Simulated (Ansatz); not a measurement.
LiCuAuO2 in Ansatz: convergence with k mesh

LiCuAuO2:

```
Au Cu O Li
1.0
     2.83519   -1.65590    0.00000
     2.83519    1.65590    0.00000
    -2.03778    0.00000    7.28757
Au Cu O Li
1 1 2 1
Direct
  0.98375 0.98375 0.94830
  0.53811 0.53811 0.63867
  0.87808 0.87808 0.65117
  0.08049 0.08049 0.22148
  0.42581 0.42581 0.24872
```

The cell comes from a database or a generator and needn't be the stable form of this composition.

```yaml
Program: Ansatz 0.2.0
Task: convergence study
Functional: PBE
Potentials_or_basis: PseudoDojo standard (PBE files)
Cutoff: 1252 eV
Density_cutoff: 5007 eV
k_mesh: 3 × 3 × 1
Occupations: gaussian, width 0.05 eV
Spin: no spin polarisation
Hubbard_terms: Au d U = 3.5 eV, Cu d U = 6 eV
```

These are the settings of the first run; the series varies k mesh, with any setting tied to it.

Hardware: 2 threads of Arm Neoverse V2, with other jobs on the host.

```
     k mesh  energy less the tightest run, at zero smearing (meV/atom)  pressure (GPa)  largest force (eV/Å)  SCF cycles  CPU time (s)  peak memory (GiB)
  3 × 3 × 1                                                     -31.62            0.50                 0.404          15           6.4               0.43
  4 × 4 × 2                                                      14.54            2.32                 0.336          20            19               0.52
  5 × 5 × 2                                                      -3.25            1.64                 0.289          16            24               0.56
  7 × 7 × 3                                                       0.42            1.65                 0.308          17            59               0.82
  8 × 8 × 4                                                      -1.47            1.75                 0.307          13            87                1.2
11 × 11 × 4                                                       0.82            1.76                 0.307          15           180                1.8
13 × 13 × 5                                                      -0.39            1.72                 0.299          15           290                2.7
15 × 15 × 6                                                       0.00            1.74                 0.301          15           480                4.1
```

Against the tightest run, the energy stays within 1 meV/atom from 11 × 11 × 4 on; the pressure stays within 0.1 GPa from 7 × 7 × 3 on; the largest force stays within 0.005 eV/Å from 13 × 13 × 5 on. Meshes of other sizes hit other points, so gaps and Fermi surfaces needn't settle smoothly. The tightest run that finished is the yardstick and may itself not be fully converged.

Caveat, for the tightest run too: an odd number of electrons without spin polarisation forces a metal; a magnetic or distorted state may lie lower; the run has no spin polarisation, though such a crystal can be magnetic; U without spin polarisation on a metal has little footing. The run has no spin-orbit coupling, so splittings on Au are missing.
